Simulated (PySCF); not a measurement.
# GaH4 (GaH4): the cost of one run

Computed with PySCF 2.14.0, with density-fitted response routines of our own, on a single molecule, in the gas phase or a continuum. Atoms are numbered from 0 throughout.

### Step 1. The molecule as given

5 atoms, charge -1, multiplicity 1; geometry from: UFF. The atoms were then displaced at random by about 0.03 Å, so the start is not that level's minimum.

Bonds of the start (Å): Ga0–H1 1.64, Ga0–H2 1.70, Ga0–H3 1.59, Ga0–H4 1.63.

### Step 2. Optimising the geometry at PBE0-D3(BJ)/def2-TZVP

The job: settings as JSON, then the geometry in Å.

```
{"job": {"xc": "PBE0", "basis": "def2-TZVP", "d3": "d3bj", "grid": 2, "shake": 0.03, "kind": "geom"}, "charge": -1, "multiplicity": 1}
Ga     0.061230    -0.076670     0.012550
H      0.604710     1.146840    -0.934170
H     -1.133730     0.634560     0.989240
H      1.278890    -0.698280     0.829780
H     -0.736250    -1.116910    -0.959510
```

Command:

```
> OMP_NUM_THREADS=1 python probes_run.py task.json out
```

One launch serves the whole session: the jobs run in the order shown.

Q: Estimate the wall time and peak memory of this first job on 1 thread of Intel Xeon at 2.30GHz, shared host.

About 6.7 s, with a peak of 0.35 GiB.
